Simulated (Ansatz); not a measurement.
# CH7B2NOSi: up Jacob's ladder to CCSD(T)

One table from this session's results is given with a row withheld; the runs are named, their logs left out.

The runs use Ansatz 0.2.0, Gaussian basis; functionals in def2-TZVPP, the program's frozen cores in correlated methods.

Levels to be run: PBE-D4, r2SCAN-D4, PBE0-D4, B3LYP-D4, ωB97X-V, ωB97M-V, B2PLYP; CCSD(T)/def2-TZVPP; MP2/def2-QZVPP; extrapolation to the limit.

**Structure used throughout**

An earlier PBE0-D4 in a triple-zeta def2 set relaxation fixed the geometry.

SMILES `O[SiH2]N1BCB1`, 13 atoms, charge 0, spin multiplicity 1.

Atoms are counted from 1 here; the program's logs count them from 0.

Bond lengths: O1–Si2 1.639 Å, O1–H7 0.958 Å, Si2–N3 1.736 Å, Si2–H8 1.478 Å, Si2–H9 1.485 Å, N3–B4 1.440 Å, N3–B6 1.440 Å, B4–C5 1.575 Å, B4–H10 1.196 Å, C5–B6 1.576 Å, C5–H11 1.086 Å, C5–H12 1.094 Å, B6–H13 1.196 Å. Angles: Si2–O1–H7 118.5°, O1–Si2–N3 111.7°, O1–Si2–H8 105.2°, O1–Si2–H9 112.4°, N3–Si2–H8 109.6°, N3–Si2–H9 106.8°, H8–Si2–H9 111.3°, Si2–N3–B4 135.8°, Si2–N3–B6 137.4°, B4–N3–B6 82.5°, N3–B4–C5 97.8°, N3–B4–H10 125.7°, C5–B4–H10 135.3°, B4–C5–B6 74.1°, B4–C5–H11 124.5°, B4–C5–H12 109.0°, B6–C5–H11 124.6°, B6–C5–H12 108.8° and more.

The first run:

Contents of in.yaml:

```yaml
crystal:
  periodic: [false, false, false]
  atoms:
    - {symbol: O, position_ang: [-2.084760, 0.212485, 1.802122]}
    - {symbol: Si, position_ang: [-0.652804, -0.566994, 1.638883]}
    - {symbol: N, position_ang: [0.057379, -0.282456, 0.081026]}
    - {symbol: B, position_ang: [1.362726, 0.078058, -0.409071]}
    - {symbol: C, position_ang: [1.016943, 0.090154, -1.945478]}
    - {symbol: B, position_ang: [-0.359286, 0.242248, -1.193252]}
    - {symbol: H, position_ang: [-2.091918, 1.169412, 1.756588]}
    - {symbol: H, position_ang: [-0.974738, -2.002215, 1.782720]}
    - {symbol: H, position_ang: [0.345391, -0.133981, 2.650078]}
    - {symbol: H, position_ang: [2.278366, 0.460979, 0.258955]}
    - {symbol: H, position_ang: [1.411412, 0.807087, -2.660026]}
    - {symbol: H, position_ang: [1.095659, -0.928575, -2.335330]}
    - {symbol: H, position_ang: [-1.383871, 0.819096, -1.412415]}
basis:
  gaussian: {orbitals: def2-TZVPP}
hamiltonian: {xc: pbe, dispersion: d4}
output: {forces: true, orbitals: {seedname: orbitals}}
```

Run with:

```sh
$ ansatz run in.yaml --threads 4 --pin off --events-out ev --progress --plain --max-ram 10444MiB
```

Among the steps run: PBE-D4 (GGA); r2SCAN-D4 (meta-GGA); PBE0-D4 (hybrid); B3LYP-D4 (hybrid); ωB97X-V (range-separated); ωB97M-V (range-separated); B2PLYP (double hybrid); CCSD(T) in def2-TZVPP; MP2 in def2-QZVPP.

One of the session's tables, all rows but one given; the rest of the session is left out.

```
            method  atomisation energy (kcal/mol)
            PBE-D4                         1244.7
         r2SCAN-D4                         1229.8
           PBE0-D4                         1227.1
          B3LYP-D4                         1226.2
           ωB97X-V                         1229.3
           ωB97M-V                         1231.7
            B2PLYP                         1214.0
     HF/def2-TZVPP                          913.6
    MP2/def2-TZVPP                         1215.0
   CCSD/def2-TZVPP                              ?
CCSD(T)/def2-TZVPP                         1188.8
           MP2/CBS                         1247.0
       CCSD(T)/CBS                         1220.8
```

Q: Estimate the row for CCSD/def2-TZVPP from the others.

As computed: atomisation energy (kcal/mol): 1171.7. In the column «atomisation energy (kcal/mol)» it lies between HF/def2-TZVPP (913.6) and CCSD(T)/def2-TZVPP (1188.8).

Limits of these values: Free atoms (1 O, 1 Si, 1 N, 2 B, 1 C, 7 H) were run apart at each level; the atomisation energy is their sum less the molecule, without zero-point or spin-orbit terms.
